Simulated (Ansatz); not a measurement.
**TiAl: a trigonal deformation path**

Aim: for TiAl, follow a trigonal deformation at fixed volume.

Computed with Ansatz 0.2.0 (DFT r2SCAN, scalar-relativistic, plane waves, PAW, unless a step's input says otherwise).

## (1) Starting point

The structure is cubic, space group Pm-3m (No. 221). The conventional cell has a = 3.179 Å, b = 3.179 Å, c = 3.179 Å, α = 90.00°, β = 90.00°, γ = 90.00°. Ti (site symmetry m-3m) is surrounded by 8 Al at 2.75 Å. Around Al (site symmetry m-3m) lie 8 Ti at 2.75 Å.

As a file:

```
CELL_PARAMETERS angstrom
3.17906 0.00000 0.00000
0.00000 3.17906 0.00000
0.00000 0.00000 3.17906
ATOMIC_POSITIONS crystal
Ti 0.00000 0.00000 0.00000
Al 0.50000 0.50000 0.50000
```

It goes back to an entry of the Materials Project, which need not be the stable form.

No relaxation comes first: the listed cell is the starting point.

## (2) Zero of energy

Reference values: F = -3045.4169 eV; pressure -0.80 GPa; largest force 0.000 eV/Å; gap on the mesh none (metal). It was computed beforehand with the settings of the runs below.

## (3) Next: a trigonal deformation path

At fixed volume and fractional coordinates, lengths along (0.577, 0.577, 0.577) are scaled against those across it; ρ is that ratio over its starting value.

## (4) Point ρ = 0.500

input.yaml reads:

```yaml
crystal:
  lattice:
    - [3.3378080438, -0.6675616088, -0.6675616088]
    - [-0.6675616088, 3.3378080438, -0.6675616088]
    - [-0.6675616088, -0.6675616088, 3.3378080438]
  atoms:
    - { symbol: Ti, position: [0.0, 0.0, 0.0] }
    - { symbol: Al, position: [0.5, 0.5, 0.5] }
basis:
  ecutwfc: 500
kpoints:
  mp_grid: { grid: [16, 16, 16] }
hamiltonian:
  xc: r2scan
scf:
  occupations: { method: gaussian, width: 0.15 }
output:
  forces: true
  stress: true
  eigenvalues: true
```

Run with:

```sh
ansatz run input.yaml --threads 1 --pin off --max-ram 2560MiB --backend cpu --events-out ev --progress --plain --runs-dir out
```

The session goes on with these runs: At ρ = 2.000; At ρ = 0.710; At ρ = 1.410; At ρ = 0.600; point ρ = 0.850; ρ = 1.200; At ρ = 1.700; At ρ = 0.930; point ρ = 1.080.

Before running it: what results should come out? Wanted: highest point.

The runs gave:

```
     quantity                         value
highest point  5895.3 meV/atom at ρ = 0.500
```

In words: No sampled point lies below the undisturbed cell. No further minimum shows among the sampled points. At ρ = 2.000 the cell takes another symmetry, Fm-3m, 662.4 meV/atom from the start at this fixed volume.
